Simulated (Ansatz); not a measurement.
**C2H6ClNSi: up Jacob's ladder to CCSD(T)**

Aim: compute C2H6ClNSi with functionals from several rungs and with coupled cluster, and see how far each lands from CCSD(T) at the basis-set limit for the atomisation energy.

Method: functionals in def2-TZVPP, the program's frozen cores in correlated methods; program: Ansatz 0.2.0, Gaussian basis.

Plan: PBE-D4, r2SCAN-D4, PBE0-D4, B3LYP-D4, ωB97X-V, ωB97M-V, B2PLYP; CCSD(T)/def2-TZVPP; MP2/def2-QZVPP; extrapolation to the limit.

## Step 1: The geometry

The geometry comes from an earlier relaxation with PBE0-D4 in a triple-zeta def2 set; it is a stationary point, not always the lowest conformer.

11 atoms, charge 0, spin multiplicity 1.

Atoms are counted from 1 here; the program's logs count them from 0.

Bond lengths: C1–Si2 1.850 Å, C1–H6 1.092 Å, C1–H7 1.092 Å, C1–H8 1.092 Å, Si2–Cl3 2.046 Å, Si2–C4 1.820 Å, Si2–N5 1.693 Å, C4–N5 1.508 Å, C4–H9 1.088 Å, C4–H10 1.091 Å, N5–H11 1.007 Å. Angles: Si2–C1–H6 110.8°, Si2–C1–H7 110.4°, Si2–C1–H8 109.9°, H6–C1–H7 108.0°, H6–C1–H8 108.9°, H7–C1–H8 108.8°, C1–Si2–Cl3 109.5°, C1–Si2–C4 123.4°, C1–Si2–N5 123.7°, Cl3–Si2–C4 122.3°, Cl3–Si2–N5 116.0°, C4–Si2–N5 50.7°, Si2–C4–N5 60.3°, Si2–C4–H9 124.3°, Si2–C4–H10 118.1°, N5–C4–H9 114.0°, N5–C4–H10 116.8°, H9–C4–H10 112.6° and more.

## Step 2: PBE-D4 (GGA)

Input file in.yaml:

```yaml
crystal:
  periodic: [false, false, false]
  atoms:
    - {symbol: C, position_ang: [-1.136792, -1.026524, 0.715630]}
    - {symbol: Si, position_ang: [0.466462, -0.181548, 0.344756]}
    - {symbol: Cl, position_ang: [1.894514, -0.821373, 1.662396]}
    - {symbol: C, position_ang: [0.578885, 1.421303, -0.509544]}
    - {symbol: N, position_ang: [1.004615, 0.163485, -1.223400]}
    - {symbol: H, position_ang: [-1.439050, -0.846837, 1.749198]}
    - {symbol: H, position_ang: [-1.040714, -2.105503, 0.574736]}
    - {symbol: H, position_ang: [-1.916227, -0.652203, 0.048786]}
    - {symbol: H, position_ang: [1.381651, 2.139933, -0.361890]}
    - {symbol: H, position_ang: [-0.346586, 1.889046, -0.848380]}
    - {symbol: H, position_ang: [0.618742, -0.036680, -2.131686]}
basis:
  gaussian: {orbitals: def2-TZVPP}
hamiltonian: {xc: pbe, dispersion: d4}
output: {forces: true, orbitals: {seedname: orbitals}}
```

Launch:

```sh
ansatz run in.yaml --threads 4 --pin off --events-out ev --progress --plain --max-ram 10444MiB
```

After this run come: r2SCAN-D4 (meta-GGA); PBE0-D4 (hybrid); B3LYP-D4 (hybrid); ωB97X-V (range-separated); ωB97M-V (range-separated); B2PLYP (double hybrid); CCSD(T) in def2-TZVPP; MP2 in def2-QZVPP.

**Question.** What will the summary of the whole plan be? Wanted: atomisation energy, CCSD(T)/CBS; farthest; mean size of error, hybrid; mean size of error, range-separated; gap, smallest and largest; T1 diagnostic; triples share of the correlation energy.

**Answer**, as computed:

| quantity | value |
| --- | --- |
| atomisation energy, CCSD(T)/CBS | 41.994 eV |
| functionals within 0.210 eV (0.5 %) | r2SCAN-D4, B3LYP-D4 |
| farthest | PBE-D4 (+0.942 eV) |
| mean size of error, hybrid | 0.143 eV |
| mean size of error, range-separated | 0.266 eV |
| gap, smallest and largest | 5.24 eV (PBE-D4), 11.83 eV (ωB97X-V) |
| T1 diagnostic | 0.0104 |
| triples share of the correlation energy | 4.1 % |

In words: PBE-D4 misses by +0.942 eV. Double hybrids carry the basis error of their MP2 part in triple zeta, and no dispersion term here, so their miss is partly the set-up's. The reference freezes the cores and leaves out relativity and excitations past (T), so misses under about 0.210 eV can't be ranked. Hartree-Fock recovers 72 % of the binding; the rest is correlation. Orbital gaps span 5.2 to 11.8 eV; exact exchange widens them.
